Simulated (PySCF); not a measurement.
# TeNCl₃: structure of the singlet

The task is one start of a wider search on TeNCl₃: the singlet, from a see-saw (ligand arrangement 2) start. It is relaxed, tested by its Hessian and followed downhill if it is a saddle.

Method: PBE0, basis Te def2-SVP with ECP28, N def2-SVP, Cl def2-SVP, scalar-relativistic core potentials, no spin–orbit coupling, density fitting; program: PySCF 2.14.0.

### 1 The system as given

5 atoms, charge 0, spin multiplicity 1.

Bond lengths: Te1–N2 1.880 Å, Te1–Cl3 2.350 Å, Te1–Cl4 2.350 Å, Te1–Cl5 2.350 Å. Angles: N2–Te1–Cl3 170.0°, N2–Te1–Cl4 86.9°, N2–Te1–Cl5 86.9°, Cl3–Te1–Cl4 86.9°, Cl3–Te1–Cl5 86.9°, Cl4–Te1–Cl5 104.0°.

```xyz
5
charge 0 multiplicity 1
Te    0.0000   -0.2236   -0.4447
N     0.0000   -2.0964   -0.2808
Cl    0.0000    2.1175   -0.2399
Cl    1.8518   -0.2236    1.0021
Cl   -1.8518   -0.2236    1.0021
```

### 2 See-saw (ligand arrangement 2) start, singlet: relaxation

The steps below are one call of a driver around PySCF. For each, scf.py gives the equivalent set-up of the SCF; relaxations use the driver's own optimiser. Before each start the driver seeks the lowest SCF state from one or more starting densities and follows internal instabilities, so scf.py alone need not reach the same state.

The program finds Cs symmetry in the start, which this walk keeps. The walk stops when the largest gradient is under 0.0003 Eh/bohr and the energy has settled too.

The input, scf.py:

```python
from pyscf import gto, scf, dft
mol = gto.M(atom='''
Te     0.000000    -0.223622    -0.444677
N      0.000000    -2.096422    -0.280777
Cl     0.000000     2.117478    -0.239877
Cl     1.851800    -0.223622     1.002123
Cl    -1.851800    -0.223622     1.002123''',
    basis={'Te': 'def2-SVP', 'N': 'def2-SVP', 'Cl': 'def2-SVP'},
    ecp={'Te': 'def2-SVP'},
    charge=0, spin=0)
mf = dft.RKS(mol, xc='PBE0')
mf.grids.atom_grid = (50, 194)
aux = {'Te': 'def2-universal-JKFIT', 'N': 'def2-universal-JKFIT', 'Cl': 'def2-universal-JKFIT'}
mf = mf.density_fit(auxbasis=aux)
mf.kernel()
```

Further steps of the session: Hessian and properties.

What does the calculation give? Wanted: minimum; geometry; wavenumbers; dipole moment; highest occupied, lowest empty level; polar-tensor charge of Te1; zero-point energy; atomisation energy.

**Answer**, as computed:

```
                                 quantity                                                                       value
                                  minimum                                                                singlet, C3v
                                 geometry  Te–Cl 2.378 Å (×3), Te–N 1.800 Å; Cl–Te–Cl 93.9° (×3), Cl–Te–N 122.4° (×3)
                       wavenumbers (cm⁻¹)                     113 (e), 153 (a1), 204 (e), 342 (e), 355 (a1), 939 (a1)
                            dipole moment                                                                      1.33 D
     highest occupied, lowest empty level                                                             -8.39, -5.00 eV
               polar-tensor charge of Te1                                                                     +1.84 e
                        zero-point energy                                                                 16.5 kJ/mol
                      entropy at 298.15 K                                                             362.4 J/(mol K)
atomisation energy (no zero-point energy)                                                                  708 kJ/mol
```

**Reading.** From Cs at the start the molecule goes to a C3v minimum. In the infrared the band at 342 cm⁻¹ (e, stretch) leads. Other starts or spin states, not run here, may lie lower. Spin–orbit coupling is left out.
